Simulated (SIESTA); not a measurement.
**Mg6MnSi under changes of volume**

One of the cells (19.652 Å³/atom); the others are scaled copies at fixed shape and fractional positions:

```xyz
8
Lattice="4.7886 0.0000 0.0000 0.0000 3.0947 5.3043 0.0000 -3.0947 5.3043" Properties=species:S:1:pos:R:3 pbc="T T T"
Mn    0.0000    0.0000    8.7265
Si    2.3943    0.0000    7.2271
Mg    2.3943    0.0000    1.7688
Mg    2.3943    1.6010    4.3627
Mg    2.3943   -1.6010    4.3627
Mg    0.0000    0.0000    3.5457
Mg    0.0000    1.5146    6.2205
Mg    0.0000   -1.5146    6.2205
```

The cell comes from a database or a generator and needn't be the stable form of this composition.

- Program: SIESTA 5.4.2
- Functional: LDA
- Potentials or basis: PseudoDojo 0.4 standard (LDA files)
- Basis: DZP (energy shift 0.003 Ry; two zetas on semicore shells)
- Grid cutoff: 800 Ry
- Energy shift: 0.003 Ry
- k mesh: 4 × 4 × 4
- Occupations: fermi-dirac, width 0.05 eV
- Spin: collinear spin, ferromagnetic start
- Starting moments: [4.0, 0.0, 0.0, 0.0, 0.0, 0.0, 0.0, 0.0] μB

```csv
volume (Å³/atom),energy over the lowest point (meV/atom),pressure (GPa),moment (μB per cell),largest force (eV/Å)
18.473,2.44,1.5,3.13,0.100
18.866,0.00,0.4,3.21,0.093
19.259,?,?,?,?
19.652,2.61,-1.5,3.33,0.113
20.045,7.25,-2.3,3.38,0.123
20.438,13.83,-3.1,3.42,0.134
20.831,22.17,-3.7,3.46,0.143
```

What does the run at 19.259 Å³/atom give?

Energy over the lowest point 0.12 meV/atom; pressure -0.6 GPa; moment 3.27 μB per cell; largest force 0.103 eV/Å.

Worked out: A Birch-Murnaghan fit of order 3 (a polynomial in V^(-2/3)) to the other rows has its minimum at 19.04 Å³/atom with B0 = V·E''(V) = 49 GPa and B' = 3.6 at fixed shape and positions, which overstates the stiffness. It gives 0.13 meV/atom at 19.259 Å³/atom, against the run's 0.12, and -dE/dV = -0.6 GPa, against -0.6. A parabola through the other rows of the moment, of slope 0.158 μB per Å³/atom there, gives 3.27 μB, against the run's 3.27.

Energies are extrapolated to zero smearing.

Caveats: short orbitals over semicore shells can move pressures by several GPa; the basis of atomic orbitals isn't converged, which shifts pressures, moduli and gaps.
